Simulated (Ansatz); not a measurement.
# GeH3NS: basis-set convergence

An exercise on one series of results from a longer session: the logs are not shown, and one member is left open.

The runs use Ansatz 0.2.0, Gaussian basis; one geometry, several basis sets.

Plan: PBE0-D4/def2-SVP; ωB97M-V/def2-SVP; PBE0-D4/def2-QZVPP; ωB97M-V/def2-QZVPP; the functionals' def2-TZVPP values are taken from earlier runs.

## The relaxed structure

An earlier PBE0-D4 in a triple-zeta def2 set relaxation fixed the geometry.

SMILES `[NH2][Ge][SH]`, 6 atoms, charge 0, spin multiplicity 1.

Atoms are counted from 1 here; the program's logs count them from 0.

Bond lengths: N1–Ge2 1.818 Å, N1–H4 1.008 Å, N1–H5 1.007 Å, Ge2–S3 2.255 Å, S3–H6 1.342 Å. Angles: Ge2–N1–H4 126.7°, Ge2–N1–H5 120.7°, H4–N1–H5 112.6°, N1–Ge2–S3 95.1°, Ge2–S3–H6 93.5°.

Set-up of the first run:

File in.yaml:

```yaml
crystal:
  periodic: [false, false, false]
  atoms:
    - {symbol: N, position_ang: [-0.871871, 0.220777, -0.866337]}
    - {symbol: Ge, position_ang: [0.221710, -1.062323, -0.187215]}
    - {symbol: S, position_ang: [1.168178, 0.278512, 1.359173]}
    - {symbol: H, position_ang: [-0.938025, 1.179620, -0.562130]}
    - {symbol: H, position_ang: [-1.499411, 0.011984, -1.625684]}
    - {symbol: H, position_ang: [1.961618, -0.692569, 1.836093]}
basis:
  gaussian: {orbitals: def2-SVP}
hamiltonian: {xc: pbe0, dispersion: d4}
output: {orbitals: {seedname: orbitals}}
```

The run is started by

```console
ansatz run in.yaml --threads 4 --pin off --events-out ev --progress --plain --max-ram 10444MiB
```

Among the steps run: PBE0-D4 in def2-SVP; ωB97M-V in def2-SVP; PBE0-D4 in def2-QZVPP; ωB97M-V in def2-QZVPP.

One of the session's tables, all rows but one given; the rest of the session is left out.

It belongs to the step «Functionals by basis». 

| functional | basis | HOMO (eV) |
| --- | --- | --- |
| PBE0-D4 | def2-SVP | -6.83 |
| PBE0-D4 | def2-TZVPP | -6.94 |
| PBE0-D4 | def2-QZVPP | -7.01 |
| ωB97M-V | def2-SVP | -8.86 |
| ωB97M-V | def2-TZVPP | -9.00 |
| ωB97M-V | def2-QZVPP | ? |

Estimate the missing values for ωB97M-V, def2-QZVPP.

As computed: HOMO (eV): -9.08. In the column «HOMO (eV)» it is the lowest.
